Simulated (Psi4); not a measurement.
# SnH2OF (SMILES [OH][SnH][F]): levels of theory compared

We compute a comparison of 5 runs (UHF/STO-3G, UHF/3-21G, UHF/def2-QZVPP, U-mPW1PW91/STO-3G, U-wB97X/def2-SVP) of SnH2OF. 

Program for the calculation: Psi4 1.11.

3 further runs of the same task are left out: 1 that didn't finish, 2 set aside as unsound or not needed.

## Step 1: The structure to begin with

SnH2OF has 5 atoms, charge 0, and is taken as a doublet. As SMILES, `[OH][SnH][F]`. The coordinates come from a PBE0-D4/def2-TZVP relaxation. This is one conformer, not always the lowest.

Bond lengths: O1–Sn2 1.962 Å, Sn2–F3 1.934 Å, O1–H4 0.962 Å, Sn2–H5 1.742 Å. Angles: O1–Sn2–F3 102.5°, O1–Sn2–H5 105.8°, F3–Sn2–H5 106.5°, Sn2–O1–H4 113.4°.

## Step 2: Energy and forces at UHF/STO-3G (run 1)

The input, input.json:

```json
{
  "schema_name": "qcschema_input",
  "schema_version": 1,
  "molecule": {
    "schema_name": "qcschema_molecule",
    "schema_version": 2,
    "symbols": ["O", "Sn", "F", "H", "H"],
    "geometry": [-1.29276164, -2.23101066, 0.0393063, 0.5582251, 0.76269346, 1.20205479, -0.09543117, 3.17927523, -1.46094727, -2.8255185, -1.83114461, -0.85207751, 3.74959458, -0.01908623, 0.99305108],
    "molecular_charge": 0,
    "molecular_multiplicity": 2,
    "fix_symmetry": "c1",
    "fix_com": true,
    "fix_orientation": true
  },
  "driver": "gradient",
  "model": {
    "method": "hf",
    "basis": "STO-3G"
  },
  "keywords": {
    "reference": "uhf",
    "puream": true,
    "e_convergence": 1e-09,
    "d_convergence": 1e-08,
    "scf_type": "pk",
    "maxiter": 200
  }
}
```

Run with:

```console
$ psi4 --qcschema input.json -n 1 --memory 1600MB
```

stdout:

```text
[...]
  Running in c1 symmetry.
[...]
  Nuclear repulsion =  278.482231030156299
[...]
  Multiplicity = 2
[...]
  Nalpha       = 35
  Nbeta        = 34
[...]
    Number of basis functions: 39
[...]
   @UHF iter   1: -6136.14262027727546   -3.70415e+00   1.03088e-02 DIIS/ADIIS
[...]
   @UHF iter  17: -6136.30209379170265   -7.27596e-12   7.80312e-09 DIIS
[...]
   @S^2 Observed:                7.567404791E-01
[...]
  @UHF Final Energy: -6136.30209379170265
   => Energetics <=
    Nuclear Repulsion Energy =            278.4822310301562993
    One-Electron Energy =               -9047.6467859831172973
    Two-Electron Energy =                2632.8624611612581248
    Total Energy =                      -6136.3020937917026458
  UHF NO Occupations:
  HONO-2 :   33  A 1.9986495
  HONO-1 :   34  A 1.9982272
[...]
  -Total Gradient:
     Atom            X                  Y                   Z
    ------   -----------------  -----------------  -----------------
       1       -0.038979149697     0.003370784084    -0.020162400804
       2       -0.015948883890     0.005021011404     0.023746356964
       3       -0.003952497043     0.014245748344    -0.014881873022
       4        0.025646575203    -0.015578697373     0.013213888987
       5        0.033233955427    -0.007058845818    -0.001915971213
[...]
```

The result, in JSON:

```text
{
 "driver": "gradient",
 "model": {
  "method": "hf",
  "basis": "STO-3G"
 },
 "success": true,
 "return_result": [-0.038979149696951876, 0.0033707840837194913, -0.020162400803698313, -0.015948883890121737, 0.005021011404108863, 0.023746356964064325, -0.003952497042670158, 0.014245748344267853, -0.014881873021919262, 0.025646575202986355, -0.015578697372805123, 0.013213888986964711, 0.03323395542746624, -0.0070588458184626945, -0.0019159712127099493],
 "properties": {
  "calcinfo_nbasis": 39,
  "calcinfo_nmo": 39,
  "calcinfo_nalpha": 35,
  "calcinfo_nbeta": 34,
  "calcinfo_natom": 5,
  "nuclear_repulsion_energy": 278.4822310301563,
  "return_energy": -6136.302093791703,
  "return_gradient": [-0.038979149696951876, 0.0033707840837194913, -0.020162400803698313, -0.015948883890121737, 0.005021011404108863, 0.023746356964064325, -0.003952497042670158, 0.014245748344267853, -0.014881873021919262, 0.025646575202986355, -0.015578697372805123, 0.013213888986964711, 0.03323395542746624, -0.0070588458184626945, -0.0019159712127099493],
  "scf_one_electron_energy": -9047.646785983117,
  "scf_two_electron_energy": 2632.862461161258,
  "scf_dipole_moment": [-0.15325245415042588, 0.35069942415454847, 0.7258303825263752],
  "scf_total_energy": -6136.302093791703,
  "scf_total_gradient": [-0.038979149696951876, 0.0033707840837194913, -0.020162400803698313, -0.015948883890121737, 0.005021011404108863, 0.023746356964064325, -0.003952497042670158, 0.014245748344267853, -0.014881873021919262, 0.025646575202986355, -0.015578697372805123, 0.013213888986964711, 0.03323395542746624, -0.0070588458184626945, -0.0019159712127099493],
  "scf_iterations": 17
 }
}
```

Wall time 1.9 s (1 thread of INTEL XEON PLATINUM 8581C at 2.10GHz (Emerald Rapids), shared host); peak memory 0.19 GiB.

## Step 3: Energy and gradient at UHF/3-21G (run 2)

The input, job.in:

```
memory 1600 mb

molecule {
  0 2
  O
  Sn 1 1.961557
  F 2 1.93412 1 102.48202
  H 1 0.961852 2 113.40607 3 -34.38693
  H 2 1.742247 3 106.50509 4 122.40792
  units angstrom
  symmetry c1
}

set basis 3-21G
set reference uhf
set puream true
set e_convergence 1e-09
set d_convergence 1e-08
set scf_type pk
set maxiter 200

E, wfn = gradient("hf", return_wfn=True)
oeprop(wfn, "LOWDIN_CHARGES", "DIPOLE", "MULLIKEN_CHARGES")
```

Run with:

```console
$ psi4 -i job.in -o job.out -n 1
```

job.out:

```text
[...]
  Running in c1 symmetry.
[...]
  Nuclear repulsion =  278.482213423850681
[...]
  Multiplicity = 2
[...]
  Nalpha       = 35
  Nbeta        = 34
[...]
    Number of basis functions: 53
[...]
   @UHF iter   1: -6170.62167962993499   -3.99926e+00   1.05417e-02 ADIIS/DIIS
[...]
   @UHF iter  15: -6170.80600280638919   -5.45697e-12   3.04358e-09 DIIS
[...]
   @S^2 Observed:                7.589495427E-01
[...]
  @UHF Final Energy: -6170.80600280638919
   => Energetics <=
    Nuclear Repulsion Energy =            278.4822134238506806
    One-Electron Energy =               -9072.0208981188316102
    Two-Electron Energy =                2622.7326818885917419
    Total Energy =                      -6170.8060028063882783
  UHF NO Occupations:
  HONO-2 :   33  A 1.9986079
  HONO-1 :   34  A 1.9973759
[...]
  -Total Gradient:
     Atom            X                  Y                   Z
    ------   -----------------  -----------------  -----------------
       1       -0.003048090161     0.003263788028    -0.020808014200
       2        0.006807593017     0.014139375293     0.004569523563
       3       -0.001683578210    -0.018243689583     0.005850792335
       4       -0.002053547803     0.002900746444     0.012766651759
       5       -0.000022376839    -0.002060220471    -0.002378953547
[...]
```

Run time: 2.2 s. Hardware: 1 thread of INTEL XEON PLATINUM 8581C at 2.10GHz (Emerald Rapids), shared host; peak memory 0.2 GiB.

Runs 3 to 4 aren't shown in full; the table further down has their settings and results.

## Step 4: A single-point energy at U-wB97X/def2-SVP (core potential) (run 5)

The input, job.dat:

```
memory 1600 mb

molecule mol {
  0 2
  O     -0.684100    -1.180600     0.020800
  Sn     0.295400     0.403600     0.636100
  F     -0.050500     1.682400    -0.773100
  H     -1.495200    -0.969000    -0.450900
  H      1.984200    -0.010100     0.525500
  units angstrom
  symmetry c1
  no_reorient
  no_com
}

set basis def2-SVP
set reference uks
set puream true
set e_convergence 1e-09
set d_convergence 1e-08
set scf_type pk
set dft_radial_points 99
set dft_spherical_points 590
set maxiter 200

E, wfn = energy('wb97x', return_wfn=True)
oeprop(wfn, 'DIPOLE', 'LOWDIN_CHARGES', 'WIBERG_LOWDIN_INDICES')
print_variables()
```

Run with:

```console
$ psi4 -n 1 job.dat job.out
```

job.out:

```text
[...]
    !!!  WARNING: ECP capability is in beta. Please check occupations closely.  !!!
[...]
  Running in c1 symmetry.
[...]
  Nuclear repulsion =  134.684409566784154
[...]
  Multiplicity = 2
[...]
  Nalpha       = 21
  Nbeta        = 20
[...]
    Number of basis functions: 64
[...]
   @UKS iter   1:  -390.17634064414386   -1.89560e+00   1.21258e-02 ADIIS/DIIS
[...]
   @UKS iter  14:  -390.41904904394949   -2.50111e-12   4.23343e-09 DIIS
[...]
   @S^2 Observed:                7.568196829E-01
[...]
  @UKS Final Energy:  -390.41904904394949
   => Energetics <=
    Nuclear Repulsion Energy =            134.6844095667841543
    One-Electron Energy =                -889.4443909001399788
    Two-Electron Energy =                 391.0475166366302346
    DFT Exchange-Correlation Energy =     -26.7065843472238491
    Empirical Dispersion Energy =           0.0000000000000000
    VV10 Nonlocal Energy =                  0.0000000000000000
    Total Energy =                       -390.4190490439494852
[...]
 Multipole Moments:
 ------------------------------------------------------------------------------------
     Multipole            Electronic (a.u.)      Nuclear  (a.u.)        Total (a.u.)
 ------------------------------------------------------------------------------------
 L = 1.  Multiply by 2.5417464519 to convert [e a0] to [Debye]
 Dipole X            :         -2.0518822            2.0040546           -0.0478276
 Dipole Y            :        -25.7347345           25.6944172           -0.0403173
 Dipole Z            :        -13.0518469           13.7521039            0.7002570
 Magnitude           :                                                    0.7030454
[...]
```

It took 10 s on 1 thread of INTEL XEON PLATINUM 8581C at 2.10GHz (Emerald Rapids), shared host; peak memory 0.68 GiB.

## Step 5: All runs side by side

| run | level | task | integrals | energy (Eh) | dipole moment (D) | HOMO energy (eV) | LUMO energy (eV) | wall time |
| --- | --- | --- | --- | --- | --- | --- | --- | --- |
| 1 | UHF/STO-3G | gradient | pk | -6136.302094 | 2.09 | -5.85 | 4.30 | 1.9 s |
| 2 | UHF/3-21G | gradient | pk | -6170.806003 | 2.59 | -9.28 | -0.21 | 2.2 s |
| 3 | UHF/def2-QZVPP (density fitting, core potential) | energy | df | -388.931394 | 2.33 | -10.01 | -0.40 | 6.6 s |
| 4 | U-mPW1PW91/STO-3G (sfX2C) | properties | pk | -6243.906166 | 0.75 | -2.72 | 0.38 | 14 s |
| 5 | U-wB97X/def2-SVP (core potential) | energy | pk | -390.419049 | 1.79 | -8.86 | -2.19 | 10 s |

## Step 6: Summary of results

| quantity | value |
| --- | --- |
| run 5: total energy | -390.41905 Eh |
| run 5: dipole moment | 1.79 D |
| run 5: HOMO energy (highest over α and β) | -8.86 eV |
| run 5: LUMO energy (lowest over α and β) | -2.19 eV |
| run 5: ⟨S²⟩ | 0.757 |

In words: The dipole moment (its size) runs from 0.75 D (U-mPW1PW91/STO-3G) to 2.59 D (UHF/3-21G). The two ends differ in method and basis and Hamiltonian. Totals of different functionals can't be ranked against each other. Some runs of one species differ in core potentials or relativity; totals across that change don't compare. In runs 1, 4 the basis is minimal, so the values are rough. In runs 1, 2 relativity is left out where basis or elements ask for it. All runs together took 35 s, the longest 14 s.
